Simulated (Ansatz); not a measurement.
## Molecular dynamics of Ba3Ti3ClO9

Input:

```yaml
crystal:
  lattice:
    - [5.654034, 0.0, 0.0]
    - [0.0, 6.953776, 0.0]
    - [0.0, 0.0, 22.964091]
  atoms:
    - { symbol: Ba, position: [0.0, 0.0, 0.0435462] }
    - { symbol: Ti, position: [0.5, 0.1546667, 0.1146215] }
    - { symbol: O, position: [0.74605, 0.0142333, 0.1495977] }
    - { symbol: O, position: [0.5, 0.0142333, 0.0446692] }
    - { symbol: O, position: [0.25395, 0.0142333, 0.1495977] }
    - { symbol: Ba, position: [0.0, 0.3333333, 0.1856968] }
    - { symbol: Ti, position: [0.0, 0.488, 0.0435462] }
    - { symbol: O, position: [0.24605, 0.3475667, 0.0785224] }
    - { symbol: O, position: [0.5, 0.3475667, 0.1868198] }
    - { symbol: O, position: [0.75395, 0.3475667, 0.0785224] }
    - { symbol: Ba, position: [0.5, 0.6666667, 0.1146215] }
    - { symbol: Ti, position: [1.0, 0.8213333, 0.1856968] }
    - { symbol: O, position: [0.24605, 0.6809, 0.2206729] }
    - { symbol: O, position: [1.0, 0.6809, 0.1157445] }
    - { symbol: O, position: [0.75395, 0.6809, 0.2206729] }
    - { symbol: Ba, position: [0.5, 0.0, 0.2567721] }
    - { symbol: Ti, position: [1.0, 0.1546667, 0.3278474] }
    - { symbol: O, position: [0.24605, 0.0142333, 0.3628235] }
    - { symbol: O, position: [1.0, 0.0142333, 0.2578951] }
    - { symbol: O, position: [0.75395, 0.0142333, 0.3628235] }
    - { symbol: Ba, position: [0.5, 0.3333333, 0.3989226] }
    - { symbol: Ti, position: [0.5, 0.488, 0.2567721] }
    - { symbol: O, position: [0.74605, 0.3475667, 0.2917482] }
    - { symbol: O, position: [1.0, 0.3475667, 0.4000456] }
    - { symbol: O, position: [0.25395, 0.3475667, 0.2917482] }
    - { symbol: Ba, position: [1.0, 0.6666667, 0.3278474] }
    - { symbol: Ti, position: [0.5, 0.8213333, 0.3989226] }
    - { symbol: O, position: [0.74605, 0.6809, 0.4338988] }
    - { symbol: O, position: [0.5, 0.6809, 0.3289703] }
    - { symbol: O, position: [0.25395, 0.6809, 0.4338988] }
    - { symbol: Cl, position: [0.0049412, 0.9108067, 0.6402139] }
    - { symbol: Cl, position: [0.3197634, 0.7796706, 0.6423912] }
basis:
  ecutwfc: 420.0
kpoints:
  mp_grid: { grid: [2, 1, 1] }
hamiltonian:
  xc: pbe
  dispersion: d3bj
  pseudopotentials: { kind: paw, azcp: { folder: soft_1 } }
scf:
  occupations: { method: fermi_dirac, width: 0.02 }
  lower_state_search: "off"
md:
  timestep: 1
  n_steps: 220
  ensemble: nve
  initial_velocities: zero
  seed: 443548
  initial_site_velocities:
    - { site: 30, velocity: [0.0, 0.0, -0.005217] }
    - { site: 31, velocity: [0.0, 0.0, -0.005217] }
  constraints: [{ sites: [0, 3, 6, 7, 9] }]
```

Command:

```bash
$ ansatz run input.yaml --threads 2 --pin off --max-ram 5120MiB --backend cpu --events-out ev --progress --plain --runs-dir out
```

It starts from an unrelaxed structure (largest force component 5.02 eV/Å).

Output, in part (step lines):

```
md step     0: t =     0.00 fs  T =    28.7 K  F+E_penalty+E_count = -63110.08368013 eV  E_kin = 0.099999 eV  conserved = -63109.98368091 eV  (34 SCF iters)
md step     1: t =     1.00 fs  T =    33.0 K  F+E_penalty+E_count = -63110.09874451 eV  E_kin = 0.115050 eV  conserved = -63109.98369468 eV  (14 SCF iters)
md step     2: t =     2.00 fs  T =    45.7 K  F+E_penalty+E_count = -63110.14329045 eV  E_kin = 0.159555 eV  conserved = -63109.98373548 eV  (17 SCF iters)
md step     3: t =     3.00 fs  T =    66.7 K  F+E_penalty+E_count = -63110.21666478 eV  E_kin = 0.232863 eV  conserved = -63109.98380208 eV  (17 SCF iters)
md step     4: t =     4.00 fs  T =    95.7 K  F+E_penalty+E_count = -63110.31780655 eV  E_kin = 0.333915 eV  conserved = -63109.98389202 eV  (18 SCF iters)
md step     5: t =     5.00 fs  T =   132.2 K  F+E_penalty+E_count = -63110.44528339 eV  E_kin = 0.461281 eV  conserved = -63109.98400212 eV  (8 SCF iters)
md step     6: t =     6.00 fs  T =   175.7 K  F+E_penalty+E_count = -63110.59733099 eV  E_kin = 0.613199 eV  conserved = -63109.98413214 eV  (7 SCF iters)
md step     7: t =     7.00 fs  T =   225.7 K  F+E_penalty+E_count = -63110.77188649 eV  E_kin = 0.787605 eV  conserved = -63109.98428157 eV  (8 SCF iters)
[... lines left out ...]
```

The steps, from the saved trajectory:

```tsv
time (fs)	T (K)	potential energy less start (eV)	conserved less start (meV/atom)
0	29	0.000	0.00
7	226	-0.688	-0.02
14	681	-2.279	-0.11
21	974	-3.307	-0.22
28	689	-2.305	-0.03
35	816	-2.754	-0.20
42	746	-2.507	-0.15
49	417	-1.357	-0.01
56	600	-1.999	-0.10
63	848	-2.867	-0.18
70	762	-2.564	-0.13
77	679	-2.274	-0.10
84	740	-2.487	-0.16
91	650	-2.170	-0.08
98	577	-1.917	-0.07
105	640	-2.137	-0.07
112	816	-2.753	-0.13
119	811	-2.737	-0.17
126	576	-1.910	-0.03
133	774	-2.608	-0.20
140	759	-2.554	-0.12
147	649	-2.165	-0.06
154	773	-2.601	-0.09
161	904	-3.061	-0.16
168	689	-2.308	-0.10
175	641	-2.140	-0.06
182	833	-2.814	-0.20
189	564	-1.870	-0.04
196	577	-1.915	-0.06
203	814	-2.745	-0.13
210	857	-2.895	-0.11
217	770	-2.590	-0.11
```

The run went to its last step. The conserved energy stayed within 0.25 meV per atom of its start (net change -0.1 meV per atom), so the integration is sound. A run of 0.22 ps of so small a system gives no equilibrium averages. Limits of this set-up: coarse k mesh, slab without dipole correction, a typed lattice constant that wasn't relaxed here.

Mean squared displacements from the first frame to the last: Ba 0.19 Å², Ti 0.12 Å², O 0.08 Å², Cl 1.79 Å².

Last frame:

```xyz
32
Lattice="5.6540 0.0000 0.0000 0.0000 6.9538 0.0000 0.0000 0.0000 22.9641" Properties=species:S:1:pos:R:3
Ba 0.000 0.000 1.000
Ti 2.827 0.992 2.640
O 4.406 0.013 3.375
O 2.827 0.099 1.026
O 1.248 0.013 3.375
Ba 0.000 2.238 4.503
Ti 0.000 3.393 1.000
O 1.391 2.417 1.803
O 2.827 2.490 4.391
O 4.263 2.417 1.803
Ba 2.827 4.551 2.832
Ti 5.654 5.798 4.566
O 1.428 4.825 5.150
O 5.654 4.676 1.992
O 4.226 4.825 5.149
Ba 2.827 0.011 6.054
Ti 5.653 1.139 8.230
O 1.501 0.133 8.620
O 5.654 -0.254 5.974
O 4.154 0.131 8.620
Ba 2.822 2.523 10.005
Ti 2.827 3.292 6.177
O 4.309 2.412 6.766
O 5.653 2.540 9.399
O 1.344 2.413 6.766
Ba 5.653 4.622 8.005
Ti 2.827 5.767 9.284
O 3.975 4.841 10.389
O 2.830 4.522 7.750
O 1.651 4.837 10.345
Cl 0.065 6.370 13.415
Cl 1.810 5.369 13.366
```

The run took 45 min on 2 threads of Arm Neoverse V1, with other jobs on the host, peak memory 2 GiB.
